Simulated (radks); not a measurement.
# Valence configurations of Eu

Aim: which of several valence configurations of Eu lies lowest at this level, and whether it is the one NIST lists ([Xe] 4f7 6s2).

The numbers are computed with radks (a radial shooting solver on a logarithmic mesh, Libxc functionals) version 1 (Dirac Kohn-Sham, PBE, spin-unpolarised, spherical densities, point nucleus; open shells fill j = l - 1/2 first), except any that are marked as measured or tabulated.

1 further run of the same task is left out (it didn't finish).

## 1. The system

- element: europium (Z = 63)
- charge: 0
- electrons: 63
- configuration: [Xe] 4f7 6s2
- others tried: 4f7 5d1 6s1; 4f7 6s1 6p1; 4f7 6s1.5 6p0.5; 4f6 6s2 6p1; 4f6.5 5d0.5 6s2; 4f7 5d0.5 6s1.5; 4f9; 4f7 6p2

## 2. [Xe] 4f7 6s2

Input:

```text
Z 63
configuration [Xe] 4f7 6s2
relativity Dirac
functional pbe,pbe
spin unpolarised
j_filling energy
nucleus point
c 137.035999084
```

Started as:

```sh
> python run_ks.py task.json out
```

This one command runs every case of the session in turn.

## 3. [Xe] 4f7 5d1 6s1

Settings, as their differences from step 2:

```diff
@@ -1,3 +1,3 @@
 Z 63
-configuration [Xe] 4f7 6s2
+configuration [Xe] 4f7 5d1 6s1
 relativity Dirac
```

## 4. [Xe] 4f7 6s1 6p1

Settings, as their differences from step 3:

```diff
@@ -1,3 +1,3 @@
 Z 63
-configuration [Xe] 4f7 5d1 6s1
+configuration [Xe] 4f7 6s1 6p1
 relativity Dirac
```

## 5. [Xe] 4f7 6s1.5 6p0.5

Settings, as their differences from step 4:

```diff
@@ -1,3 +1,3 @@
 Z 63
-configuration [Xe] 4f7 6s1 6p1
+configuration [Xe] 4f7 6s1.5 6p0.5
 relativity Dirac
```

## 6. [Xe] 4f6 6s2 6p1

Settings, as their differences from step 5:

```diff
@@ -1,3 +1,3 @@
 Z 63
-configuration [Xe] 4f7 6s1.5 6p0.5
+configuration [Xe] 4f6 6s2 6p1
 relativity Dirac
```

## 7. [Xe] 4f6.5 5d0.5 6s2

Settings, as their differences from step 6:

```diff
@@ -1,3 +1,3 @@
 Z 63
-configuration [Xe] 4f6 6s2 6p1
+configuration [Xe] 4f6.5 5d0.5 6s2
 relativity Dirac
```

## 8. [Xe] 4f7 5d0.5 6s1.5

Settings, as their differences from step 7:

```diff
@@ -1,3 +1,3 @@
 Z 63
-configuration [Xe] 4f6.5 5d0.5 6s2
+configuration [Xe] 4f7 5d0.5 6s1.5
 relativity Dirac
```

## 9. [Xe] 4f9

Settings, as their differences from step 8:

```diff
@@ -1,3 +1,3 @@
 Z 63
-configuration [Xe] 4f7 5d0.5 6s1.5
+configuration [Xe] 4f9
 relativity Dirac
```

## 10. [Xe] 4f7 6p2

Settings, as their differences from step 9:

```diff
@@ -1,3 +1,3 @@
 Z 63
-configuration [Xe] 4f9
+configuration [Xe] 4f7 6p2
 relativity Dirac
```

Q: Predict the outcome of this session. Wanted: for each run, valence; E − E(NIST configuration); highest level; its energy; 1s shift.

**Answer**, as computed:

| valence | E − E(NIST configuration) (eV) | highest level | its energy (eV) | 1s shift (eV) |
| --- | --- | --- | --- | --- |
| 4f7 6s2 | 0.000 | 4f7/2 | -2.262 | +0.00 |
| 4f6.5 5d0.5 6s2 | 0.810 | 5d3/2 | -2.205 | -2.87 |
| 4f7 5d0.5 6s1.5 | 1.012 | 5d3/2 | -1.329 | +0.55 |
| 4f7 6s1.5 6p0.5 | 1.158 | 6p1/2 | -1.610 | -0.60 |
| 4f7 5d1 6s1 | 2.075 | 5d3/2 | -1.101 | +0.95 |
| 4f7 6s1 6p1 | 2.344 | 6p1/2 | -1.863 | -1.17 |
| 4f6 6s2 6p1 | 4.573 | 6p1/2 | -2.328 | -9.11 |
| 4f7 6p2 | 4.794 | 6p1/2 | -2.306 | -2.25 |
| 4f9 | 7.276 | 4f7/2 | -0.355 | +2.17 |

Theory agrees with NIST among these: the next, 4f6.5 5d0.5 6s2, lies 0.810 eV higher. The energies are those of spherical spin-averaged densities, not of single terms. The 1s eigenvalue shifts by up to 9.11 eV as the valence charge is rearranged.
